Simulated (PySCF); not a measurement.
# GaH6N: the cost of one run

Computed with PySCF 2.14.0 and routines of our own; the level stands in each step. Atoms count from 0.

### Step 1. The starting structure

8 atoms, charge 0, multiplicity 1; geometry from: GFN2-xTB.

### Step 2. Optimising the geometry at PBE0-D3(BJ)/def2-SVP

Job settings and geometry (Å):

```
{"job": {"xc": "PBE0", "basis": "def2-SVP", "d3": "d3bj", "grid": 1, "maxiter": 30, "shake": 0.01, "kind": "geom"}, "charge": 0, "multiplicity": 1}
N     -0.990910    -0.090360     0.041760
Ga     1.093590     0.067700    -0.050140
H     -1.442960     0.024930    -0.900320
H     -1.367550     0.673670     0.623570
H     -1.306850    -0.969560     0.412990
H      1.417450    -0.086140     1.438140
H      1.401900    -1.119300    -0.965670
H      1.250450     1.479930    -0.652800
```

Run with:

```bash
OMP_NUM_THREADS=1 python heavy_run.py task.json out
```

This one command runs all jobs of the session in turn.

Q: Estimate the wall time and peak memory of this first job on 1 thread of Arm Neoverse V2, shared host.

About 11 s, with a peak of 0.32 GiB.
